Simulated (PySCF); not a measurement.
# ErH3O3 (Er(OH)3): the cost of one run

Programs: PySCF 2.14.0, with routines of our own; each step states its level. All values are computed. Atoms count from 0.

## Step 1: The starting structure

7 atoms, charge 0, states of the metal's open shell are computed; geometry from: model geometry, bond lengths from ionic radii.

## Step 2: Ligand-field states: state-averaged CASSCF

Job settings and geometry (Å):

```
{"job": {"kind": "lf", "basis": {"metal": "x2c-TZVPall", "ligand": "x2c-SVPall"}, "nevpt": false}, "charge": 0, "metal": "Er", "open_shell": "f11"}
Er     0.000000     0.000000     0.000000
O      2.080000     0.000000     0.000000
H      2.620000     0.800000     0.000000
O     -1.040000     1.801333     0.000000
H     -2.002820     1.868987     0.000000
O     -1.040000    -1.801333     0.000000
H     -0.617180    -2.668987     0.000000
```

Level: state-averaged CASSCF of the metal f shell, state-interaction spin-orbit coupling.

Started as:

```console
> OMP_NUM_THREADS=1 python lf_run.py task.json out
```

The driver reads the jobs from task.json and runs them one after another.

**Question.** How long does this first job take on 1 thread of Arm Neoverse V2, shared host, and how much memory does it need?

About 17 s, with a peak of 0.41 GiB.
